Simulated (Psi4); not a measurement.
# AlSbH3F (SMILES [F][AlH][SbH2]) at CCSD/def2-SVP (core potential)

Aim: the vertical ionisation energy of AlSbH3F at CCSD/def2-SVP (core potential), from 2 runs. 

The calculation is run with Psi4 1.11.

1 further run of the same task is left out (set aside as unsound or not needed).

### Step 1. The system as given

The species is AlSbH3F (6 atoms), meant as a singlet with charge 0. As SMILES, `[F][AlH][SbH2]`. Geometry: relaxed at PBE0-D4/def2-TZVP. This is one conformer, not always the lowest.

Bond lengths: F1–Al2 1.653 Å, Al2–Sb3 2.636 Å, Al2–H4 1.582 Å, Sb3–H5 1.710 Å, Sb3–H6 1.709 Å. Angles: F1–Al2–Sb3 116.3°, F1–Al2–H4 116.4°, Sb3–Al2–H4 127.3°, Al2–Sb3–H5 88.3°, Al2–Sb3–H6 87.8°, H5–Sb3–H6 91.6°.

### Step 2. The energy at CCSD/def2-SVP (core potential)

File calc.dat:

```
memory 2.2 GB

molecule mol {
  F     -1.114600    -1.632400     1.262300
  Al    -0.336100    -1.039300    -0.069800
  Sb     1.279900     1.003700     0.334800
  H     -0.594800    -1.800700    -1.431700
  H      0.842100     1.592000    -1.209900
  H     -0.034400     1.812900     1.068100
  units angstrom
  symmetry c1
  no_reorient
  no_com
}

set puream true
set e_convergence 1e-09
set d_convergence 1e-08
set scf_type pk
set num_frozen_docc 10

energy("ccsd/def2-SVP")
```

Started as:

```bash
psi4 calc.dat calc.out -n 1
```

calc.out:

```text
[...]
    !!!  WARNING: ECP capability is in beta. Please check occupations closely.  !!!
[...]
  Running in c1 symmetry.
[...]
  Nuclear repulsion =  158.063166342933670
[...]
  Multiplicity = 1
[...]
  Nalpha       = 24
  Nbeta        = 24
[...]
    Number of basis functions: 73
[...]
   @RHF iter   1:  -582.19459853273111   -2.75285e+00   5.46907e-03 ADIIS/DIIS
[...]
   @RHF iter  11:  -582.26615823394036   -1.20508e-11   6.63231e-09 DIIS
[...]
    Orbital Energies [Eh]
    ---------------------
    Doubly Occupied:
       1A    -58.494012     2A    -26.244258     3A     -6.518577
       4A     -4.927073     5A     -4.589336     6A     -4.587299
       7A     -4.584254     8A     -3.245824     9A     -3.244455
      10A     -3.242309    11A     -1.620520    12A     -1.618246
      13A     -1.615007    14A     -1.613321    15A     -1.611041
      16A     -1.509605    17A     -0.748267    18A     -0.672743
      19A     -0.624302    20A     -0.620826    21A     -0.504624
      22A     -0.466809    23A     -0.402885    24A     -0.340819
[...]
  @RHF Final Energy:  -582.26615823394036
   => Energetics <=
    Nuclear Repulsion Energy =            158.0631663429336697
    One-Electron Energy =               -1213.3658272358279646
    Two-Electron Energy =                 473.0365026589538502
    Total Energy =                       -582.2661582339403594
[...]
 Multipole Moments:
 ------------------------------------------------------------------------------------
     Multipole            Electronic (a.u.)      Nuclear  (a.u.)        Total (a.u.)
 ------------------------------------------------------------------------------------
 L = 1.  Multiply by 2.5417464519 to convert [e a0] to [Debye]
 Dipole X            :        -28.5434934           28.8181344            0.2746411
 Dipole Y            :          6.7872979           -6.6389858            0.1483120
 Dipole Z            :        -31.7743775           31.3320371           -0.4423404
 Magnitude           :                                                    0.5413771
[...]
      * MP2 total energy                      = -582.636975608471630
[...]
      * CCSD total energy                     = -582.668990784202833
[...]
```

Wall time 50 s (1 thread of Intel Xeon at 2.50GHz (Skylake/Cascade Lake), shared host); peak memory 0.38 GiB.

### Step 3. The doublet cation, same level

File input.inp:

```
memory 2200 mb

molecule system {
  1 2
  F     -2.10628874    -3.08478893     2.38540129
  Al    -0.63513695    -1.96399236    -0.13190288
  Sb     2.41866047     1.89671811     0.63268031
  H     -1.12400910    -3.40282983    -2.70552089
  H      1.59133837     3.00844399    -2.28637964
  H     -0.06500658     3.42588449     2.01841647
  units au
  symmetry c1
  no_reorient
  no_com
}

set basis def2-SVP
set reference uhf
set puream true
set e_convergence 1e-09
set d_convergence 1e-08
set scf_type pk
set num_frozen_docc 10
set maxiter 100

E, wfn = energy("ccsd", return_wfn=True)
```

Started as:

```bash
psi4 input.inp input.out -n 1
```

input.out:

```text
[...]
    !!!  WARNING: ECP capability is in beta. Please check occupations closely.  !!!
[...]
  Running in c1 symmetry.
[...]
  Nuclear repulsion =  158.063166354978847
[...]
  Multiplicity = 2
[...]
  Nalpha       = 24
  Nbeta        = 23
[...]
    Number of basis functions: 73
[...]
   @UHF iter   1:  -581.87437548875801   -2.43295e+00   5.30511e-03 ADIIS/DIIS
[...]
   @UHF iter  16:  -581.95440909372576   -9.66338e-12   9.28994e-09 DIIS
[...]
   @S^2 Observed:                7.779759946E-01
[...]
    Orbital Energies [Eh]
    ---------------------
    Alpha Occupied:
       1A    -58.719325     2A    -26.420847     3A     -6.789016
       4A     -5.150533     5A     -4.864237     6A     -4.855016
       7A     -4.851835     8A     -3.469664     9A     -3.468008
      10A     -3.465517    11A     -1.892431    12A     -1.889317
      13A     -1.885890    14A     -1.882158    15A     -1.878301
      16A     -1.682869    17A     -1.013269    18A     -0.847563
      19A     -0.797466    20A     -0.791142    21A     -0.714562
      22A     -0.693484    23A     -0.643105    24A     -0.621156
    Alpha Virtual:
      25A     -0.144998    26A     -0.117710    27A     -0.102238
[...]
  @UHF Final Energy:  -581.95440909372576
   => Energetics <=
    Nuclear Repulsion Energy =            158.0631663549788470
    One-Electron Energy =               -1202.2763722461841098
    Two-Electron Energy =                 462.2587967974795333
    Total Energy =                       -581.9544090937256442
  UHF NO Occupations:
  HONO-2 :   22  A 1.9978064
  HONO-1 :   23  A 1.9894516
[...]
 Multipole Moments:
 ------------------------------------------------------------------------------------
     Multipole            Electronic (a.u.)      Nuclear  (a.u.)        Total (a.u.)
 ------------------------------------------------------------------------------------
 L = 1.  Multiply by 2.5417464519 to convert [e a0] to [Debye]
 Dipole X            :        -26.9095772           28.8181345            1.9085573
 Dipole Y            :          7.8403433           -6.6389859            1.2013574
 Dipole Z            :        -31.5087541           31.3320372           -0.1767169
 Magnitude           :                                                    2.2620962
[...]
      * MP2 total energy                      = -582.304401008316404
[...]
      * CCSD total energy                     = -582.337723568354136
[...]
```

It took 1.8 min on 1 thread of Intel Xeon at 2.50GHz (Skylake/Cascade Lake), shared host; peak memory 0.39 GiB.

### Step 4. Summary of results

Level: CCSD/def2-SVP (core potential), 10 core orbitals frozen.

| quantity | value |
| --- | --- |
| singlet AlSbH3F: total energy | -582.66899 Eh |
| singlet AlSbH3F: HOMO energy (Hartree–Fock orbitals) | -9.27 eV |
| singlet AlSbH3F: LUMO energy (Hartree–Fock orbitals) | 1.37 eV |
| singlet AlSbH3F: HOMO–LUMO gap (Hartree–Fock orbitals) | 10.64 eV |
| singlet AlSbH3F: correlation energy (10 core orbitals frozen) | -402.8 mEh |
| singlet AlSbH3F: T1 diagnostic | 0.012 |
| doublet cation: total energy | -582.33772 Eh |
| doublet cation: HOMO energy (Hartree–Fock orbitals) (highest over α and β) | -16.67 eV |
| doublet cation: LUMO energy (Hartree–Fock orbitals) (lowest over α and β) | -7.74 eV |
| doublet cation: correlation energy (10 core orbitals frozen) | -383.3 mEh |
| doublet cation: ⟨S²⟩ of the reference determinant | 0.778 |
| doublet cation: T1 diagnostic | 0.023 |
| vertical ionisation energy (to the doublet cation) | 9.014 eV |

In words: The vertical ionisation energy comes to 9.01 eV (208 kcal/mol).
